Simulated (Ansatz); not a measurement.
# Ti2CS: the cost of one run

Method: reference: DFT r2SCAN, plane waves, PAW, scalar-relativistic, no spin polarisation, in Ansatz 0.2.0.

## 1. The structure to begin with

It takes space group P6_3/mmc (No. 194, hexagonal). The conventional cell has a = 3.224 Å, b = 3.224 Å, c = 11.248 Å, α = 90.00°, β = 90.00°, γ = 120.00°. Ti (site symmetry 3m) is surrounded by 3 C at 2.17 Å and 3 S at 2.52 Å. Around C (site symmetry -3m) lie 6 Ti at 2.17 Å. Around S (site symmetry -6m2) lie 6 Ti at 2.52 Å.

Structure file:

```cif
data_structure
_symmetry_space_group_name_H-M 'P6_3/mmc'
_symmetry_Int_Tables_number 194
_cell_length_a 3.2237
_cell_length_b 3.2237
_cell_length_c 11.2477
_cell_angle_alpha 90.000
_cell_angle_beta 90.000
_cell_angle_gamma 120.000
_cell_volume 101.23
loop_
_atom_site_label
_atom_site_type_symbol
_atom_site_symmetry_multiplicity
_atom_site_Wyckoff_symbol
_atom_site_fract_x
_atom_site_fract_y
_atom_site_fract_z
_atom_site_occupancy
Ti1 Ti 4 f 0.33333 0.66667 0.09900 1
C1 C 2 a 0.00000 0.00000 0.00000 1
S1 S 2 d 0.66667 0.33333 0.25000 1
```

## 2. Reference

input.yaml reads:

```yaml
crystal:
  lattice:
    - [3.22367281, 0.0, 0.0]
    - [-1.6118364, 2.79178099, 0.0]
    - [0.0, 0.0, 11.24770574]
  atoms:
    - { symbol: Ti, position: [0.33333, 0.66667, 0.099] }
    - { symbol: Ti, position: [0.66666, 0.33333, 0.599] }
    - { symbol: Ti, position: [0.33333, 0.66667, 0.401] }
    - { symbol: Ti, position: [0.66667, 0.33334, 0.901] }
    - { symbol: C, position: [0.0, 0.0, 0.0] }
    - { symbol: C, position: [0.0, 0.0, 0.5] }
    - { symbol: S, position: [0.66667, 0.33333, 0.25] }
    - { symbol: S, position: [0.33334, 0.66667, 0.75] }
  symmetry: { tolerance: 0.0003 }
kpoints:
  mp_grid: { grid: [6, 6, 2], shift: [0, 0, 0] }
magnetization:
  spin_polarized: false
scf:
  occupations: { method: cold, width: 0.0912 }
hamiltonian:
  pseudopotentials: { kind: paw }
  xc: r2scan
basis:
  ecutwfc: 500
output:
  forces: true
  stress: true
  eigenvalues: true
```

Started as:

```
ansatz run input.yaml --threads 1 --pin off --max-ram 2560MiB --backend cpu --events-out ev --progress --plain --runs-dir out
```

What time and memory should one allow on 1 thread of Arm Neoverse V2, shared host?

About 8.3 s, with a peak of 0.6 GiB.
